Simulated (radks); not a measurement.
# Sn in [Kr] 4d10 5s1.5 5p2 5d0.5: an all-electron calculation

Aim: the levels, the sizes of the orbitals and the parts of the energy of neutral tin.

The numbers are computed with radks (a radial shooting solver on a logarithmic mesh, Libxc functionals) version 1 (scalar-relativistic Kohn-Sham, B86b exchange with PBE correlation, spin-unpolarised, spherical densities, finite nucleus), except any that are marked as measured or tabulated.

## Step 1: The system

```
element            : tin (Z = 50)
charge             : 0
electrons          : 50
configuration      : [Kr] 4d10 5s1.5 5p2 5d0.5
nuclear rms radius : 4.6519 fm
```

## Step 2: The calculation

Settings of this run:

```text
Z 50
configuration [Kr] 4d10 5s1.5 5p2 5d0.5
relativity scalar-relativistic
functional b86_mgc,pbe
spin unpolarised
nucleus finite rms 4.6519 fm
c 137.035999084
```

Command:

```bash
$ python run_ks.py task.json out
```

All runs below come from this command, one after another.

What does the calculation give?

The runs gave:

```
                        quantity                value
                    total energy  -6177.53443 hartree
exchange-correlation share of it               2.68 %
                            −T/E               1.0440
          highest occupied level        5d, -0.435 eV
    most extended occupied level  5d, <r> = 12.6 bohr
 radius at density 0.001 e/bohr³            4.59 bohr
    maxima of the radial density                    5
```

The radial density shows 5 maxima for 5 occupied principal shells. −T/E is 1.044: with relativity the kinetic term as defined here no longer equals −E. This is not the tabulated ground configuration, so its levels and sizes aren't those of the ground state, and no measured value stands beside it.
